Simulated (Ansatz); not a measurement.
# GaGe3 (Fm-3m) in Ansatz: reference runs

Reference runs on GaGe3: the cell as given and a disturbed copy.

Program: Ansatz 0.2.0. These are calculated values, not measurements. Logs are shortened: lines on timing, memory, paths and dates and some standing lists are left out, and cuts for length are marked.

**1. The crystal as given**

It takes space group Fm-3m (No. 225, cubic). The conventional cell has a = 6.774 Å, b = 6.774 Å, c = 6.774 Å, α = 90.00°, β = 90.00°, γ = 90.00°. Ge (site symmetry m-3m) has 8 Ge at 2.93 Å as nearest neighbours. Ge (site symmetry -43m) has 4 Ge at 2.93 Å and 4 Ga at 2.93 Å as nearest neighbours. Ga (site symmetry m-3m) has 8 Ge at 2.93 Å as nearest neighbours.

The cell comes from a database or a generator and needn't be the stable form of this composition.

**2. Single point, PBEsol**

input.yaml

```yaml
crystal:
  lattice:
    - [0.0, 3.387167, 3.387167]
    - [3.387167, 0.0, 3.387167]
    - [3.387167, 3.387167, 0.0]
  atoms:
    - { symbol: Ge, position: [0.5, 0.5, 0.5] }
    - { symbol: Ge, position: [0.75, 0.75, 0.75] }
    - { symbol: Ge, position: [0.25, 0.25, 0.25] }
    - { symbol: Ga, position: [0.0, 0.0, 0.0] }
hamiltonian:
  xc: pbesol
  pseudopotentials: { kind: paw }
kpoints:
  mp_grid: { grid: [7, 7, 7] }
scf:
  occupations: { method: fermi_dirac, width: 0.05 }
output:
  forces: true
  stress: true
  eigenvalues: true
```

Potentials or basis: Ansatz PAW.

Started as:

```bash
> ansatz run input.yaml --threads 2 --pin off --max-ram 5632MiB --backend cpu --events-out ev --progress --plain --runs-dir out
```

Output:

```text
Warning: RAYON_NUM_THREADS=2 ignored (pool sized by the plan → 2); use --threads N
Engine: ansatz 0.2.0, x86_64-unknown-linux-gnu
Pseudopotentials: kind: paw
Pseudopotential: Ge, paw, valence charge 14, recommended cutoff 420 eV (normal), Ge.paw.azcp
Pseudopotential: Ga, paw, valence charge 13, recommended cutoff 420 eV (normal), Ga.paw.azcp
Functional definition: PBEsol
  exchange = pbesol_x
  correlation = pbesol_c
Crystal: 4 atoms, lattice volume = 77.721 Å³
Basis set: ecut = 420 eV, 1471 PW (Γ), exchange–correlation on 72×72×72 points (8 copies of the dense FFT grid, shifted against one another)
Bands: 33, of which v1, the nominal top of the filled ones, is band 28 counted from 1 (27 counted from 0)
Symmetry: 48 space group operations
Space group: Fm-3m (ITA 225), of the structure as read, at distance tolerance 4.3e-5 Å
k-points: 20 of 343
Non-local potential: Ge, projectors of the file, l = 0: 2, l = 1: 2, l = 2: 3, l = 3: 1
Non-local potential: Ga, projectors of the file, l = 0: 2, l = 1: 2, l = 2: 3, l = 3: 1
PAW form: soft (Blöchl's): semilocal exchange-correlation on the pseudo side does not see the compensation charge
PAW frozen core: Ge, regenerated for the run's functional, and the local potential with it (the file was generated under x = pbe(κ = 0.804, μ = 0.2195149727645171), c = pbe(β = 0.06672455060314922))
PAW frozen core: Ga, regenerated for the run's functional, and the local potential with it (the file was generated under x = pbe(κ = 0.804, μ = 0.2195149727645171), c = pbe(β = 0.06672455060314922))
PAW one-centre angular grid: Ge, 590 points (default); XC on 64 Gauss nodes
PAW one-centre angular grid: Ga, 590 points (default); XC on 64 Gauss nodes
Initial density: superposition of atomic densities (neutral atoms: chi_scale 0, normalization atom), corrected by the library's trained network
Initial wavefunctions: pseudopotential atomic-orbital guess
Functional: x = pbesol(κ = 0.804, μ = 0.12345679012345678), c = pbesol(β = 0.046)
SCF iter   1: F=—  HF=-16502.873572 eV  |F-HF|=—  |Δ(HF+E_count)|=         —  Δρ=1.76e-3  dr2=2.72e-3  ethr=1.77e-3  ⟨swp⟩=6.3  Hψ=5387  notcnv=0  defer=7
automatic band count: the SCF goes on with 38 bands, as 33 were too few: the levels above may hold too much charge
preconditioner: auto → none  [insulator: Δε(μ)=0.186 eV  Ē_g=22.610 eV  σ=0.050 eV  W_gap=0.73  n_scr=14 (ndim 8)  ℏωp=31.2 eV  f_vac=0.000  D(μ)=1.00/eV (n_scr^D=0)  ε∞_Penn≈2.9]
SCF iter   2: F=—  HF=-16502.870658 eV  |F-HF|=—  |Δ(HF+E_count)|=   2.91e-3  Δρ=5.45e-4  dr2=2.64e-4  ethr=4.94e-6  ⟨swp⟩=2.0  Hψ=1465  notcnv=0  defer=24
SCF iter   3: F=—  HF=-16502.870650 eV  |F-HF|=—  |Δ(HF+E_count)|=   8.35e-6  Δρ=2.06e-4  dr2=2.55e-5  ethr=4.81e-7  ⟨swp⟩=1.6  Hψ=776  notcnv=0  defer=24
SCF iter   4: F=—  HF=-16502.870650 eV  |F-HF|=—  |Δ(HF+E_count)|=   4.35e-7  Δρ=3.07e-5  dr2=3.57e-7  ethr=4.64e-8  ⟨swp⟩=2.0  Hψ=848  notcnv=0  defer=24
iter 5 did not close the SCF: its close was put off for the readings that it lacked (scf_convergence_deferred on its scf_iter line)
SCF iter   5: F=-16502.870650 eV  HF=-16502.870651 eV  |F-HF|=7.20e-8  |Δ(HF+E_count)|=   1.25e-7  Δρ=1.54e-5  dr2=7.24e-8  ethr=6.49e-10  ⟨swp⟩=2.0  Hψ=1283  notcnv=0  defer=24
SCF iter   6: F=-16502.870650 eV  HF=-16502.870650 eV  |F-HF|=3.92e-9  |Δ(HF+E_count)|=   7.59e-9  Δρ=2.93e-6  dr2=3.23e-9  ethr=1.32e-10  ⟨swp⟩=6.0  Hψ=2899  notcnv=0
SCF 1 converged in 6 iterations: F = -16502.870650 eV  dr2 = 3.23e-9
SCF converged after 6 iterations
Free energy (F): -16502.870650 eV
Harris-Foulkes:  -16502.870650 eV  (|F-HF|=3.92e-9)
Internal energy: -16502.861204 eV  (E = F + TS)
E sigma→0 (E₀):  -16502.865927 eV
Entropy (-TS):   -0.009447 eV (-2.362 meV/atom)
Fermi energy:    10.119263 eV
--- Per-component energies (eV) ---
  E_band       = -403.539763
  E_kinetic    = 443.825345
  E_local      = -8264.722863  (includes V_loc(G=0)·N_el)
  E_nonlocal   = 1672.345012
  E_hartree    = 3659.821521
  E_xc         = -293.288895
  E_vxc        = -251.408078  (∫ρ·V_xc dr)
  E_paw        = -7871.457431  (= ΣΔE_a)
  E_vpaw       = -1323.222355  (= ΣTr[D̂ρ^β])
  E_aug_tail   = 0.000639  (compensation charges beyond the density's cutoff)
  E_ewald      = -5853.001319
  E_core_change = 3.616786  (= ΣΔE_core)
  E_smearing   = -0.009447  (= −TS)
  E_closure    = 0.000000  (closes the sum)
  Σ components = -16502.870650   (vs F -16502.870650, Δ=0.00e0)
--- Forces (eV/Å), atoms counted from 1 ---
  atom   1  Ge     0.00000000    -0.00000000    -0.00000000
  atom   2  Ge     0.00000000    -0.00000000     0.00000000
  atom   3  Ge    -0.00000000     0.00000000     0.00000000
  atom   4  Ga     0.00000000    -0.00000000     0.00000000
  max |Σ_I F_I| component: 5.05e-29 eV/Å
--- Stress (GPa, compression-positive) ---
       -3.931332      -0.000000      -0.000000
       -0.000000      -3.931332       0.000000
       -0.000000       0.000000      -3.931332
  P = ⅓ Tr σ = -3.9313 GPa (-39.313 kbar)
--- Band table (eV; the first three rows and the last of 20) ---
  k-point 0: bands = ["-14.5170", "-14.5170", "-14.5110", "-14.5110", "-14.5110", "-14.4913", "-14.4913", "-14.4913", "-14.4516", "-14.4516", "-14.4419", "-14.4419", "-14.4297", "-14.4297", "-14.4297", "-4.5640", "-4.5640", "-4.5640", "-4.5391", "-4.5391", "-2.3211", "4.4060", "5.5291", "8.5991", "8.5991", "8.5991", "8.8825", "8.8825", "8.8825", "8.9675", "10.4259", "10.4259", "10.4259", "14.8829", "14.8829", "19.8689", "19.8689", "19.8689"]
  k-point 1: bands = ["-14.5147", "-14.5147", "-14.5146", "-14.5132", "-14.5132", "-14.4886", "-14.4886", "-14.4841", "-14.4544", "-14.4544", "-14.4430", "-14.4430", "-14.4334", "-14.4283", "-14.4283", "-4.5657", "-4.5629", "-4.5629", "-4.5395", "-4.5395", "-2.1258", "3.9495", "5.0078", "7.6496", "7.9940", "7.9940", "8.2805", "9.4892", "9.4892", "10.3169", "10.3169", "11.0112", "12.0413", "15.7516", "15.7516", "18.3439", "19.3782", "19.3782"]
  k-point 2: bands = ["-14.5203", "-14.5203", "-14.5158", "-14.5041", "-14.5041", "-14.4842", "-14.4842", "-14.4764", "-14.4617", "-14.4617", "-14.4456", "-14.4456", "-14.4401", "-14.4254", "-14.4254", "-4.5699", "-4.5607", "-4.5607", "-4.5401", "-4.5401", "-1.5421", "2.4788", "4.5280", "6.6687", "7.6210", "7.6210", "8.8744", "8.8744", "9.1570", "11.5698", "11.5698", "13.5895", "14.6623", "15.8585", "17.5809", "17.5809", "17.9196", "17.9196"]
  k-point 19: bands = ["-14.5260", "-14.5191", "-14.5157", "-14.4984", "-14.4909", "-14.4860", "-14.4845", "-14.4757", "-14.4640", "-14.4640", "-14.4556", "-14.4509", "-14.4355", "-14.4287", "-14.4176", "-4.5699", "-4.5641", "-4.5529", "-4.5474", "-4.5395", "0.8710", "1.2445", "1.8132", "3.4011", "7.1588", "8.9501", "9.0532", "9.5897", "12.6934", "13.3920", "13.4741", "15.0228", "15.4221", "16.5324", "16.7795", "17.0820", "20.6405", "20.9787"]
```

Wall time 1.9 s (2 threads of Intel Xeon 6975P-C (Granite Rapids), shared host); peak memory 0.41 GiB.

Results:

```
Free energy            : -16502.8707 eV
Pressure               : -3.9 GPa
Band gap on the k mesh : none (metal or under the smearing width)
```

Levels at points of the mesh, in eV from the Fermi level:
```csv
k point,band 26,band 27,band 28,band 29,band 30,band 31
"(0.00, 0.00, 0.00)",-1.52,-1.24,-1.24,-1.24,-1.15,0.31
```

Caveat: the PAW data sets come from PBE, with cores solved anew for the run's functional, which leaves a small shift of forces and pressure.

**3. Single point, PBEsol (atoms moved at random, drawn with an rms of 0.05 Å)**

input.yaml

```yaml
crystal:
  lattice:
    - [0.0, 3.387167, 3.387167]
    - [3.387167, 0.0, 3.387167]
    - [3.387167, 3.387167, 0.0]
  atoms:
    - { symbol: Ge, position: [0.507338, 0.501162, 0.494646] }
    - { symbol: Ge, position: [0.759453, 0.751759, 0.746176] }
    - { symbol: Ge, position: [0.249069, 0.255079, 0.251983] }
    - { symbol: Ga, position: [0.009828, -0.017682, 0.010665] }
hamiltonian:
  xc: pbesol
  pseudopotentials: { kind: paw }
kpoints:
  mp_grid: { grid: [7, 7, 7] }
scf:
  occupations: { method: fermi_dirac, width: 0.05 }
output:
  forces: true
  stress: true
  eigenvalues: true
```

Potentials or basis: Ansatz PAW.

Started as:

```bash
> ansatz run input.yaml --threads 2 --pin off --max-ram 5632MiB --backend cpu --events-out ev --progress --plain --runs-dir out
```

Output:

```text
Warning: RAYON_NUM_THREADS=2 ignored (pool sized by the plan → 2); use --threads N
[... 7 set-up lines as earlier in the session ...]
Crystal: 4 atoms, lattice volume = 77.721 Å³
Basis set: ecut = 420 eV, 1471 PW (Γ), exchange–correlation on 72×72×72 points (8 copies of the dense FFT grid, shifted against one another)
Bands: 33, of which v1, the nominal top of the filled ones, is band 28 counted from 1 (27 counted from 0)
Symmetry: 1 space group operations
Space group: P1 (ITA 1), of the structure as read, at distance tolerance 4.3e-5 Å
k-points: 172 of 343 (time reversal used)
[... 10 set-up lines as earlier in the session ...]
SCF iter   1: F=—  HF=-16502.866001 eV  |F-HF|=—  |Δ(HF+E_count)|=         —  Δρ=1.76e-3  dr2=2.58e-3  ethr=1.77e-3  ⟨swp⟩=6.0  Hψ=46776  notcnv=0  defer=54
automatic band count: the SCF goes on with 38 bands, as 33 were too few: the levels above may hold too much charge
preconditioner: auto → none  [insulator: Δε(μ)=0.124 eV  Ē_g=22.613 eV  σ=0.050 eV  W_gap=0.55  n_scr=14 (ndim 8)  ℏωp=31.2 eV  f_vac=0.000  D(μ)=1.06/eV (n_scr^D=0)  ε∞_Penn≈2.9]
SCF iter   2: F=—  HF=-16502.863093 eV  |F-HF|=—  |Δ(HF+E_count)|=   2.91e-3  Δρ=5.41e-4  dr2=2.46e-4  ethr=4.70e-6  ⟨swp⟩=2.0  Hψ=12606  notcnv=0  defer=223
SCF iter   3: F=—  HF=-16502.863089 eV  |F-HF|=—  |Δ(HF+E_count)|=   4.43e-6  Δρ=2.11e-4  dr2=2.57e-5  ethr=4.47e-7  ⟨swp⟩=1.4  Hψ=6452  notcnv=0  defer=223
SCF iter   4: F=—  HF=-16502.863096 eV  |F-HF|=—  |Δ(HF+E_count)|=   6.88e-6  Δρ=3.03e-5  dr2=3.70e-7  ethr=4.67e-8  ⟨swp⟩=2.0  Hψ=7282  notcnv=0  defer=223
iter 5 did not close the SCF: its close was put off for the readings that it lacked (scf_convergence_deferred on its scf_iter line)
SCF iter   5: F=-16502.863096 eV  HF=-16502.863096 eV  |F-HF|=7.55e-8  |Δ(HF+E_count)|=   1.51e-7  Δρ=1.44e-5  dr2=6.91e-8  ethr=6.72e-10  ⟨swp⟩=2.0  Hψ=10988  notcnv=0  defer=223
SCF iter   6: F=-16502.863096 eV  HF=-16502.863096 eV  |F-HF|=2.98e-9  |Δ(HF+E_count)|=   1.31e-8  Δρ=2.19e-6  dr2=2.77e-9  ethr=1.26e-10  ⟨swp⟩=6.2  Hψ=26880  notcnv=0
SCF 1 converged in 6 iterations: F = -16502.863096 eV  dr2 = 2.77e-9
SCF converged after 6 iterations
Free energy (F): -16502.863096 eV
Harris-Foulkes:  -16502.863096 eV  (|F-HF|=2.98e-9)
Internal energy: -16502.853339 eV  (E = F + TS)
E sigma→0 (E₀):  -16502.858217 eV
Entropy (-TS):   -0.009757 eV (-2.439 meV/atom)
Fermi energy:    10.123161 eV
--- Per-component energies (eV) ---
  E_band       = -403.632029
  E_kinetic    = 443.885345
  E_local      = -8268.450812  (includes V_loc(G=0)·N_el)
  E_nonlocal   = 1672.356662
  E_hartree    = 3661.620312
  E_xc         = -293.315069
  E_vxc        = -251.442615  (∫ρ·V_xc dr)
  E_paw        = -7871.456856  (= ΣΔE_a)
  E_vpaw       = -1323.221489  (= ΣTr[D̂ρ^β])
  E_aug_tail   = 0.000699  (compensation charges beyond the density's cutoff)
  E_ewald      = -5851.110407
  E_core_change = 3.616786  (= ΣΔE_core)
  E_smearing   = -0.009757  (= −TS)
  E_closure    = -0.000000  (closes the sum)
  Σ components = -16502.863096   (vs F -16502.863096, Δ=0.00e0)
--- Forces (eV/Å), atoms counted from 1 ---
  atom   1  Ge     0.01915624     0.02791471    -0.02589943
  atom   2  Ge     0.00840384     0.01779374    -0.05349642
  atom   3  Ge    -0.07311967     0.06156975    -0.02282736
  atom   4  Ga     0.04556215    -0.10728308     0.10222758
  max |Σ_I F_I| component: 4.88e-6 eV/Å
--- Stress (GPa, compression-positive) ---
       -3.863262      -0.006470       0.029489
       -0.006470      -3.827296      -0.077601
        0.029489      -0.077601      -3.831579
  P = ⅓ Tr σ = -3.8407 GPa (-38.407 kbar)
--- Band table (eV; the first three rows and the last of 172) ---
  k-point 0: bands = ["-14.5185", "-14.5185", "-14.5131", "-14.5114", "-14.5109", "-14.4936", "-14.4935", "-14.4934", "-14.4539", "-14.4537", "-14.4418", "-14.4417", "-14.4312", "-14.4307", "-14.4286", "-4.5667", "-4.5658", "-4.5652", "-4.5409", "-4.5406", "-2.3265", "4.4032", "5.5278", "8.5425", "8.5689", "8.5797", "8.8361", "8.8747", "8.9136", "9.0447", "10.3972", "10.4205", "10.5099", "14.8779", "14.8804", "19.8632", "19.8876", "19.9011"]
  k-point 1: bands = ["-14.5166", "-14.5159", "-14.5149", "-14.5144", "-14.5139", "-14.4910", "-14.4909", "-14.4861", "-14.4566", "-14.4565", "-14.4428", "-14.4428", "-14.4347", "-14.4295", "-14.4273", "-4.5678", "-4.5651", "-4.5640", "-4.5413", "-4.5410", "-2.1319", "3.9460", "5.0180", "7.5899", "7.9670", "8.0017", "8.3244", "9.4423", "9.4630", "10.3295", "10.3918", "11.0349", "12.0219", "15.7434", "15.7511", "18.3696", "19.3765", "19.4002"]
  k-point 2: bands = ["-14.5219", "-14.5205", "-14.5156", "-14.5058", "-14.5058", "-14.4868", "-14.4866", "-14.4787", "-14.4639", "-14.4633", "-14.4456", "-14.4454", "-14.4414", "-14.4268", "-14.4244", "-4.5718", "-4.5630", "-4.5618", "-4.5418", "-4.5415", "-1.5509", "2.4823", "4.5419", "6.6311", "7.5873", "7.6384", "8.8385", "8.8911", "9.1740", "11.5809", "11.5886", "13.6038", "14.6238", "15.8924", "17.5572", "17.5913", "17.9321", "17.9454"]
  k-point 171: bands = ["-14.5258", "-14.5251", "-14.5160", "-14.4936", "-14.4914", "-14.4845", "-14.4822", "-14.4809", "-14.4763", "-14.4734", "-14.4494", "-14.4491", "-14.4350", "-14.4252", "-14.4230", "-4.5739", "-4.5630", "-4.5601", "-4.5435", "-4.5420", "-0.0712", "0.5872", "3.6511", "5.2587", "6.8497", "7.8575", "9.2235", "10.0663", "11.0947", "11.3165", "12.9673", "14.6567", "15.9685", "16.1622", "16.2745", "17.5816", "20.8517", "21.3583"]
```

It took 21 s on 2 threads of Intel Xeon 6975P-C (Granite Rapids), shared host; peak memory 0.66 GiB.

What came out:

| Item | Value |
| --- | --- |
| Free energy | -16502.8631 eV |
| Pressure | -3.8 GPa |
| Largest force | 0.155 eV/Å |
| Band gap on the k mesh | none (metal or under the smearing width) |

Forces in eV/Å, atoms in the order of the input:
```
Ge   0.019  0.028 -0.026
Ge   0.008  0.018 -0.053
Ge  -0.073  0.062 -0.023
Ga   0.046 -0.107  0.102
```

Stress tensor (GPa, compression positive):
```
-3.86 -0.01  0.03
-0.01 -3.83 -0.08
 0.03 -0.08 -3.83
```

Levels at points of the mesh, in eV from the Fermi level:
```
           k point  band 25  band 26  band 27  band 28  band 29  band 30
(0.00, 0.00, 0.00)    -1.55    -1.54    -1.29    -1.25    -1.21    -1.08
```

Caveat: the PAW data sets come from PBE, with cores solved anew for the run's functional, which leaves a small shift of forces and pressure.
